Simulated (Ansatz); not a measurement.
# VW2C3 (Immm) in Ansatz: relaxation of cell and atoms with PBEsol

Aim: the relaxation of cell and atoms of VW2C3 with PBEsol.

All numbers are computed with Ansatz 0.2.0; they aren't measurements. Logs are shortened: lines on timing, memory, paths and dates and some standing lists are left out, and cuts for length are marked.

**1. Starting point**

It takes space group Immm (No. 71, orthorhombic). Conventional cell: a = 3.049 Å, b = 4.324 Å, c = 9.170 Å, α = 90.00°, β = 90.00°, γ = 90.00°. W (site symmetry mm2) is surrounded by 6 C at 2.15 to 2.20 Å. V (site symmetry mmm) has 6 C at 2.12 to 2.16 Å as nearest neighbours. C (site symmetry mm2) is surrounded by 2 V at 2.12 Å and 4 W at 2.16 to 2.20 Å. C (site symmetry mmm) is surrounded by 4 W at 2.15 Å and 2 V at 2.16 Å.

The cell comes from a database or a generator and needn't be the stable form of this composition.

**2. Relaxation of cell and atoms, PBEsol, collinear spin, ferromagnetic start**

File input.yaml:

```yaml
crystal:
  lattice:
    - [-1.524485, 2.16193, 4.585029]
    - [1.524485, -2.16193, 4.585029]
    - [1.524485, 2.16193, -4.585029]
  atoms:
    - { symbol: W, position: [0.834017, 0.334017, 0.5] }
    - { symbol: W, position: [0.165983, 0.665983, 0.5] }
    - { symbol: V, position: [0.5, 0.0, 0.5], spin: 2.0 }
    - { symbol: C, position: [0.339039, 0.339039, 0.0] }
    - { symbol: C, position: [0.660961, 0.660961, 0.0] }
    - { symbol: C, position: [0.0, 0.0, 0.0] }
hamiltonian:
  xc: pbesol
  pseudopotentials: { kind: paw }
magnetization:
  spin_polarized: true
kpoints:
  mp_grid: { grid: [11, 11, 11] }
scf:
  occupations: { method: fermi_dirac, width: 0.05 }
output:
  forces: true
  stress: true
  eigenvalues: true
relax:
  f_tol: 0.01
  max_steps: 40
  cell: { stress_tol: 0.05 }
```

Potentials or basis: Ansatz PAW.

Command:

```sh
$ ansatz run input.yaml --threads 2 --pin off --max-ram 5632MiB --backend cpu --events-out ev --progress --plain --runs-dir out
```

The log of the run:

```text
Warning: RAYON_NUM_THREADS=2 ignored (pool sized by the plan → 2); use --threads N
basis.fft_grid_basis auto: the FFT boxes are laid along the combinations [[1, 0, 1], [0, 1, 1], [0, 0, 1]] of the cell's own vectors, 4.324, 3.049 and 5.293 Å long. The dense box has 30×24×36 points. Along the cell's own vectors, as sized, it would have 36×36×36, 1.80 times as many. Of the 8 symmetry operations that the crystal satisfies within crystal.symmetry.tolerance (time reversal apart; of a slab, those that keep its plane) the dense box along the cell's own vectors carries 8, and the one as laid loses 6 of those. basis.fft_grid_basis: typed keeps the cell's own vectors: state it where this run's energies or levels are differenced outside the engine with another run's, or held beside a run that keeps those vectors.
Engine: ansatz 0.2.0, aarch64-unknown-linux-gnu
Pseudopotentials: kind: paw
Pseudopotential: W, paw, valence charge 14, recommended cutoff 420 eV (normal), W.paw.azcp
Pseudopotential: V, paw, valence charge 13, recommended cutoff 420 eV (normal), V.paw.azcp
Pseudopotential: C, paw, valence charge 4, recommended cutoff 420 eV (normal), C.paw.azcp
Functional definition: PBEsol
  exchange = pbesol_x
  correlation = pbesol_c
Crystal: 6 atoms, lattice volume = 60.446 Å³
Basis set: ecut = 420 eV, 1213 PW (Γ), FFT grids on a1+a3, a2+a3, a3, exchange–correlation on 60×48×72 points (8 copies of the dense FFT grid, shifted against one another)
Bands: 34, of which v1, the nominal top of the filled ones, is band 27 counted from 1 (26 counted from 0)
Symmetry: 8 space group operations
Space group: Immm (ITA 71), of the structure as read, at distance tolerance 3.9e-5 Å
Magnetic group: BNS 71.533 (UNI 631), of the structure as read, at distance tolerance 3.9e-5 Å
k-points: 216 of 1331
Non-local potential: W, projectors of the file, l = 0: 3, l = 1: 2, l = 2: 2, l = 3: 1
Non-local potential: V, projectors of the file, l = 0: 3, l = 1: 2, l = 2: 3, l = 3: 1
Non-local potential: C, projectors of the file, l = 0: 2, l = 1: 2, l = 2: 1
PAW form: soft (Blöchl's): semilocal exchange-correlation on the pseudo side does not see the compensation charge
PAW frozen core: W, regenerated for the run's functional, and the local potential with it (the file was generated under x = pbe(κ = 0.804, μ = 0.2195149727645171), c = pbe(β = 0.06672455060314922))
PAW frozen core: V, regenerated for the run's functional, and the local potential with it (the file was generated under x = pbe(κ = 0.804, μ = 0.2195149727645171), c = pbe(β = 0.06672455060314922))
PAW frozen core: C, regenerated for the run's functional, and the local potential with it (the file was generated under x = pbe(κ = 0.804, μ = 0.2195149727645171), c = pbe(β = 0.06672455060314922))
PAW one-centre angular grid: W, 590 points (default); XC on 64 Gauss nodes
PAW one-centre angular grid: V, 590 points (default); XC on 64 Gauss nodes
PAW one-centre angular grid: C, 110 points (default); XC on 64 Gauss nodes
Initial density: superposition of atomic densities (chi_scale 0.1, normalization cell, long waves kept (reshape's long-wave potential 0.00 eV rms))
Starting moments: Σ|m| = 2 μB on 1 of 6 sites
Initial wavefunctions: pseudopotential atomic-orbital guess
Functional: x = pbesol(κ = 0.804, μ = 0.12345679012345678), c = pbesol(β = 0.046)
SCF iter   1: F=—  HF=-24144.898223 eV  |F-HF|=—  |Δ(HF+E_count)|=         —  Δρ=8.88e-2 (↑8.79e-2 ↓8.88e-2)  dr2=3.15e1  dr2_m=1.23e-1  M=1.402 μB ∫|m|=1.728 μB  β_m=0.30  ethr=3.10e-3  ⟨swp⟩=5.9  Hψ=61290  notcnv=0  defer=1
Mixer restart at iter 1: flushing history
preconditioner: auto → Kerker (q_TF=auto, 2.669 Å⁻¹)  [metal: Δε(μ)=0.003 eV  Ē_g=9.167 eV  σ=0.050 eV  W_gap=0.02  n_scr=18 (ndim 8)  ℏωp=25.7 eV  f_vac=0.000  D(μ)=3.03/eV (n_scr^D=34)]
spin=Collinear: Kerker preconditioning applied to the charge; magnetization (m = ρ↑ − ρ↓) channel mixes plain (no charge-response kernel on spin).
SCF iter   2: F=—  HF=-24140.337040 eV  |F-HF|=—  |Δ(HF+E_count)|=    4.56e0  Δρ=5.19e-2 (↑4.79e-2 ↓5.19e-2)  dr2=1.09e1  dr2_m=9.56e-2  M=1.314 μB ∫|m|=1.616 μB  β_m=0.49  ethr=3.10e-3  ⟨swp⟩=3.0  Hψ=28604  notcnv=0  defer=438
SCF iter   3: F=—  HF=-24138.791010 eV  |F-HF|=—  |Δ(HF+E_count)|=    1.55e0  Δρ=1.78e-2 (↑1.68e-2 ↓1.78e-2)  dr2=4.61e-1  dr2_m=7.74e-2  M=1.027 μB ∫|m|=1.383 μB  β_m=0.74  ethr=3.10e-3  ⟨swp⟩=4.1  Hψ=37888  notcnv=0  defer=429
SCF iter   4: F=—  HF=-24138.829549 eV  |F-HF|=—  |Δ(HF+E_count)|=   3.85e-2  Δρ=9.42e-3 (↑7.81e-3 ↓9.42e-3)  dr2=1.59e-1  dr2_m=2.66e-2  M=0.809 μB ∫|m|=1.144 μB  β_m=0.84  ethr=8.69e-4  ⟨swp⟩=2.8  Hψ=25834  notcnv=0  defer=262
SCF iter   5: F=—  HF=-24138.921714 eV  |F-HF|=—  |Δ(HF+E_count)|=         —  Δρ=2.46e-2 (↑2.46e-2 ↓1.19e-2)  dr2=1.63e-1  dr2_m=1.83e-1  M=0.256 μB ∫|m|=0.473 μB  β_m=0.84  ethr=3.00e-4  ⟨swp⟩=3.1  Hψ=25221  notcnv=0  defer=245
Mixer restart at iter 5: flushing history
SCF iter   6: F=—  HF=-24138.921030 eV  |F-HF|=—  |Δ(HF+E_count)|=   6.84e-4  Δρ=1.13e-2 (↑6.24e-3 ↓1.13e-2)  dr2=1.63e-2  dr2_m=3.86e-2  M=0.157 μB ∫|m|=0.281 μB  β_m=0.92  ethr=3.00e-4  ⟨swp⟩=3.6  Hψ=30745  notcnv=0  defer=245
SCF iter   7: F=—  HF=-24138.925151 eV  |F-HF|=—  |Δ(HF+E_count)|=   4.12e-3  Δρ=6.64e-3 (↑6.64e-3 ↓3.07e-3)  dr2=8.58e-3  dr2_m=1.26e-2  M=0.080 μB ∫|m|=0.146 μB  β_m=0.96  ethr=3.08e-5  ⟨swp⟩=3.1  Hψ=31517  notcnv=0  defer=123
SCF iter   8: F=—  HF=-24138.922243 eV  |F-HF|=—  |Δ(HF+E_count)|=   2.91e-3  Δρ=2.07e-3 (↑7.25e-4 ↓2.07e-3)  dr2=6.87e-3  dr2_m=2.68e-4  M=0.018 μB ∫|m|=0.031 μB  β_m=0.98  ethr=1.62e-5  ⟨swp⟩=2.3  Hψ=29297  notcnv=0  defer=125
SCF iter   9: F=—  HF=-24138.921359 eV  |F-HF|=—  |Δ(HF+E_count)|=   8.84e-4  Δρ=6.18e-4 (↑6.18e-4 ↓4.14e-4)  dr2=6.53e-4  dr2_m=7.32e-6  M=0.003 μB ∫|m|=0.006 μB  β_m=0.94  ethr=1.30e-5  ⟨swp⟩=2.3  Hψ=24341  notcnv=0  defer=111
[... 125 lines left out ...]
spin=Collinear: Kerker preconditioning applied to the charge; magnetization (m = ρ↑ − ρ↓) channel mixes plain (no charge-response kernel on spin).
SCF iter   2: F=—  HF=-24138.977991 eV  |F-HF|=—  |Δ(HF+E_count)|=   2.69e-7  Δρ=2.38e-7 (↑2.38e-7 ↓2.26e-7)  dr2=4.80e-11  dr2_m=2.73e-13  M=0.000 μB ∫|m|=0.000 μB  β_m=0.48  ethr=1.00e-12  ⟨swp⟩=3.9  Hψ=37526  notcnv=0
SCF iter   3: F=—  HF=-24138.977991 eV  |F-HF|=—  |Δ(HF+E_count)|=  3.64e-12  Δρ=1.38e-7 (↑1.38e-7 ↓1.35e-7)  dr2=1.09e-11  dr2_m=1.56e-13  M=0.000 μB ∫|m|=0.000 μB  β_m=0.71  ethr=1.00e-12  ⟨swp⟩=1.0  Hψ=14688  notcnv=0
SCF iter   4: F=—  HF=-24138.977991 eV  |F-HF|=—  |Δ(HF+E_count)|=  1.82e-11  Δρ=3.63e-8 (↑2.87e-8 ↓3.63e-8)  dr2=3.50e-12  dr2_m=3.07e-14  M=0.000 μB ∫|m|=0.000 μB  β_m=0.73  ethr=1.00e-12  ⟨swp⟩=1.0  Hψ=14688  notcnv=0
SCF iter   5: F=—  HF=-24138.977991 eV  |F-HF|=—  |Δ(HF+E_count)|=  1.46e-11  Δρ=2.65e-8 (↑1.96e-8 ↓2.65e-8)  dr2=1.68e-12  dr2_m=1.56e-14  M=0.000 μB ∫|m|=0.000 μB  β_m=0.86  ethr=1.00e-12  ⟨swp⟩=1.0  Hψ=14688  notcnv=0
SCF iter   6: F=-24138.977991 eV  HF=-24138.977991 eV  |F-HF|=0.00e0  |Δ(HF+E_count)|=  1.09e-11  Δρ=4.95e-8 (↑4.78e-8 ↓4.95e-8)  dr2=1.18e-11  dr2_m=5.04e-16  M=0.000 μB ∫|m|=0.000 μB  ethr=1.00e-12  ⟨swp⟩=2.0  Hψ=37014  notcnv=0
the starting moments were not kept: the SCF closed with an absolute magnetisation of 8.1e-8 μB, where they sum to 2 μB in size (1 site). That is at most 0.1 of that sum. Measured as dr2_m measures the in/out step, that magnetisation stands 3.4e-15 eV from none, at or under the dr2_threshold of 6.0e-11 eV: it is no larger than a step whose dr2_m would equal this threshold.
SCF 8 converged in 6 iterations: F = -24138.977991 eV  dr2 = 1.18e-11
relax step   8: F+E_penalty+E_count = -24138.97799132 eV  Δ(F+E_penalty+E_count) = +2.474e-5 eV  max|allowed force component| = 1.210e-4 eV/Å  Δτ_max = 0.0000 Å  P = -0.001 GPa  Ω = 58.714 Å³  stress off target by 3.49e-3 GPa  SCF on the basis re-selected at this cell (its energy is not comparable with the rows above)  (6 SCF iters)
basis re-selected at this cell: Δ(F+E_penalty+E_count) = +2.474e-5 eV, ΔP = -0.000 GPa vs the last step (what re-selecting the basis moved, of the pressure what is left beyond the Pulay correction that the steps carried, after the strain that the cell walked since its last selection, with what the two solves' SCF thresholds leave and, on support functions, any second-order correction that the steps lacked; it is no measure of the basis error at this ecutwfc). This SCF's stress stands 3.49e-3 GPa from its target on what of the cell is left free (relax.cell.stress_tol is 5.00e-2 GPa) and its largest allowed force component is 1.21e-4 eV/Å (relax.f_tol is 1.00e-2 eV/Å): within both
SCF converged after 6 iterations
Magnetization: 0.0000 μB (26.5000 up, 26.5000 down)
Absolute magnetization: 0.0000 μB (∫|ρ↑−ρ↓|, with the PAW one-centre terms)
Spin contamination: 0.0000 ħ² per cell (⟨S²⟩ above its minimum at these occupations)
Per-site moments (μB) at R_I (Å): [(-2.49248216719392e-10, 0.8826422842389328), (-2.4924830856696523e-10, 0.8826422842389331), (5.164927785265642e-8, 0.8657329264997304), (-3.40027492397146e-9, 0.8657329264997304), (-3.400274928564428e-9, 0.8657329264997309), (-3.978499591648605e-9, 0.8822979901310248)]
Free energy (F): -24138.977991 eV
Harris-Foulkes:  -24138.977991 eV  (|F-HF|=0.00e0)
Internal energy: -24138.953440 eV  (E = F + TS)
E sigma→0 (E₀):  -24138.965715 eV
Entropy (-TS):   -0.024552 eV (-4.092 meV/atom)
Fermi energy:    20.878196 eV
--- Per-component energies (eV) ---
  E_band       = -213.025218
  E_kinetic    = 1514.157581
  E_local      = -2216.064584  (includes V_loc(G=0)·N_el)
  E_nonlocal   = 38.809757
  E_hartree    = 873.568080
  E_xc         = -808.265734
  E_vxc        = -826.994868  (∫ρ·V_xc dr)
  E_paw        = -18242.988959  (= ΣΔE_a)
  E_vpaw       = -470.069353  (= ΣTr[D̂ρ^β])
  E_aug_tail   = 0.000142  (compensation charges beyond the density's cutoff)
  E_ewald      = -5298.826289
  E_core_change = 0.656565  (= ΣΔE_core)
  E_smearing   = -0.024552  (= −TS)
  E_closure    = 0.000000  (closes the sum)
  Σ components = -24138.977991   (vs F -24138.977991, Δ=0.00e0)
--- Forces (eV/Å), atoms counted from 1 ---
  atom   1  W     -0.00000000     0.00000000     0.00007291
  atom   2  W      0.00000000    -0.00000000    -0.00007291
  atom   3  V     -0.00000000     0.00000000     0.00000000
  atom   4  C      0.00000000     0.00000000     0.00012101
  atom   5  C     -0.00000000    -0.00000000    -0.00012101
  atom   6  C      0.00000000     0.00000000     0.00000000
  max |Σ_I F_I| component: 1.36e-20 eV/Å
--- Stress (GPa, compression-positive) ---
       -0.003486       0.000000      -0.000000
        0.000000      -0.002318      -0.000000
       -0.000000      -0.000000       0.001727
  P = ⅓ Tr σ = -0.0014 GPa (-0.014 kbar)
--- Band table (eV; the first three rows and the last of 432) ---
  k-point 0 ↑: bands = ["-54.2667", "-54.2222", "-43.9662", "-18.7666", "-18.7551", "-18.4874", "-18.4741", "-18.4415", "-18.3371", "-17.9398", "-17.9238", "-17.8630", "5.3543", "8.5633", "9.2952", "13.0500", "13.9693", "14.6833", "15.4408", "15.5515", "16.2017", "18.5866", "18.6322", "18.6659", "20.2404", "20.2501", "20.4270", "20.4337", "20.4409", "20.6697", "20.8521", "21.5538", "22.1997", "22.9015"]
  k-point 1 ↑: bands = ["-54.2638", "-54.2222", "-43.9649", "-18.7697", "-18.7507", "-18.5078", "-18.4684", "-18.4348", "-18.3728", "-17.9396", "-17.9296", "-17.8778", "5.5879", "8.6187", "9.2321", "13.1904", "13.7934", "14.9173", "15.4041", "15.4231", "16.0231", "17.8648", "18.3207", "18.3380", "19.2227", "19.2412", "20.7210", "20.9797", "21.0337", "21.5412", "21.9688", "22.1407", "22.1756", "22.8448"]
  k-point 2 ↑: bands = ["-54.2562", "-54.2222", "-43.9616", "-18.7703", "-18.7335", "-18.5754", "-18.4918", "-18.4485", "-18.4094", "-17.9392", "-17.9391", "-17.9108", "6.2556", "8.7673", "9.0673", "13.5075", "13.5440", "15.0218", "15.2680", "15.4672", "15.7481", "16.3902", "17.1442", "17.1590", "19.6190", "19.6249", "21.1182", "21.3261", "21.3458", "21.4652", "21.5991", "22.9560", "23.3112", "23.8864"]
  k-point 215 ↓: bands = ["-54.2559", "-54.2301", "-43.9651", "-18.7947", "-18.6421", "-18.5692", "-18.4998", "-18.4125", "-18.3387", "-17.9875", "-17.9369", "-17.8730", "7.0130", "7.5436", "7.8383", "14.4262", "14.6326", "15.3115", "15.4030", "15.9604", "16.4890", "16.4948", "16.5751", "18.2327", "18.8410", "19.0539", "19.5975", "21.1677", "21.5264", "22.2540", "22.5147", "22.5546", "22.9547", "23.2448"]
--- Relaxed structure (6 steps of the walk, 6 accepted, 2 SCFs on fresh bases) ---
  F+E_penalty+E_count = -24138.97799132 eV   max|allowed force component| = 1.210e-4 eV/Å   (the final SCF, on the basis selected at the relaxed cell)
  cell:  # Å, volume = 58.7137 Å³
    - [-1.5114488990652941, 2.1389042184994547, 4.540406035403841]
    - [1.5114488990652941, -2.1389042184994547, 4.540406035403841]
    - [1.5114488990652941, 2.1389042184994547, -4.540406035403841]
  atoms:
    - { symbol: W, position: [0.8330688633659546, 0.3330688633659544, 0.5000000000000001] }
    - { symbol: W, position: [0.1669311366340456, 0.6669311366340457, 0.5000000000000001] }
    - { symbol: V, position: [0.5000000000000001, -2.536140753928383e-19, 0.5000000000000001] }
    - { symbol: C, position: [0.339649700777426, 0.339649700777426, -7.519148719583326e-19] }
    - { symbol: C, position: [0.6603502992225742, 0.6603502992225742, -1.673559387651862e-18] }
    - { symbol: C, position: [1.576438117018821e-20, 1.5764381170188215e-20, -5.6059751822252037e-36] }
```

It took 5 min on 2 threads of Arm Neoverse V2, shared host; peak memory 0.86 GiB.

What came out:

* Free energy: -24138.9780 eV
* Relaxed volume: 9.79 Å³/atom
* Relaxed cell: a = 5.242 Å, b = 5.242 Å, c = 5.242 Å, α = 146.48°, β = 131.83°, γ = 59.96°
* Space group after relaxing (to 0.05 Å): Immm (No. 71)
* Energy gained by relaxing: 9.4 meV/atom
* Ionic steps: 8
* Pressure after relaxing: 0.0 GPa
* Band gap on the k mesh: none (metal or under the smearing width)
* Net moment: 0.00 μB per cell
* Absolute moment: 0.00 μB per cell

Step by step:
```tsv
step	energy change (eV)	largest force (eV/Å)	volume (Å³)
1	0.0000	0.0575	60.45
2	-0.0555	0.1602	58.35
3	-0.0591	0.0478	58.76
4	-0.0594	0.0237	58.72
5	-0.0594	0.0005	58.72
6	-0.0562	0.0005	58.72
7	-0.0562	0.0001	58.71
8	-0.0562	0.0001	58.71
```

Final structure:
```
W V C
1.0
    -1.51145    2.13890    4.54041
     1.51145   -2.13890    4.54041
     1.51145    2.13890   -4.54041
W V C
2 1 3
Direct
  0.83307 0.33307 0.50000
  0.16693 0.66693 0.50000
  0.50000 0.00000 0.50000
  0.33965 0.33965 0.00000
  0.66035 0.66035 0.00000
  0.00000 0.00000 0.00000
```

Caveat: the plane-wave basis is chosen anew once the cell has moved, so the energies of steps on either side of that aren't comparable; the pressure holds a Pulay correction of +0.3 GPa for the finite cutoff; the PAW data sets come from PBE, with cores solved anew for the run's functional, which leaves a small shift of forces and pressure; the starting moments weren't kept.
